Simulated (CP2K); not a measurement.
Crystal: GdO.

```xyz
2
Lattice="3.8184 0.0000 0.0000 1.9092 3.3068 0.0000 1.9092 1.1023 3.1177" Properties=species:S:1:pos:R:3 pbc="T T T"
Gd    0.0000    0.0000    0.0000
O     1.9092    1.1023    0.7794
```

The cell comes from a database or a generator and needn't be the stable form of this composition.

Base run:

```yaml
Program: CP2K 2026.2
Functional: revPBE
Potentials_or_basis: GTH_POTENTIALS Gd GTH-PBE-q18; POTENTIAL_UZH O GTH-PBE-q6; DZVP-MOLOPT-SR-GTH, DZVP-MOLOPT-PBE-GTH basis
Density_cutoff: 11565 eV
k_mesh: 9 × 9 × 9
Occupations: fermi-dirac, width 0.05 eV
Spin: collinear spin, ferromagnetic start
Starting_moments: "[7.0, 0.0] μB"
```

Its results: pressure 2.1 GPa; site moments Gd +7.94; O +0.02 μB.

Problem. The run is repeated on the same cell with these changes: functional from revPBE to PBE. What comes out?

Solution. Pressure 0.4 GPa; site moments Gd +7.93; O +0.03 μB.

PBE binds more tightly than revPBE, so the same cell stands under less pressure.

Caveats: the basis of atomic orbitals isn't converged, which shifts pressures, moduli and gaps; the total moment is fixed, so each spin has its own Fermi level; a cell with one magnetic atom can't hold antiferromagnetic order, which such compounds often take; the potentials were made for another functional, which shifts forces and pressure (some runs).
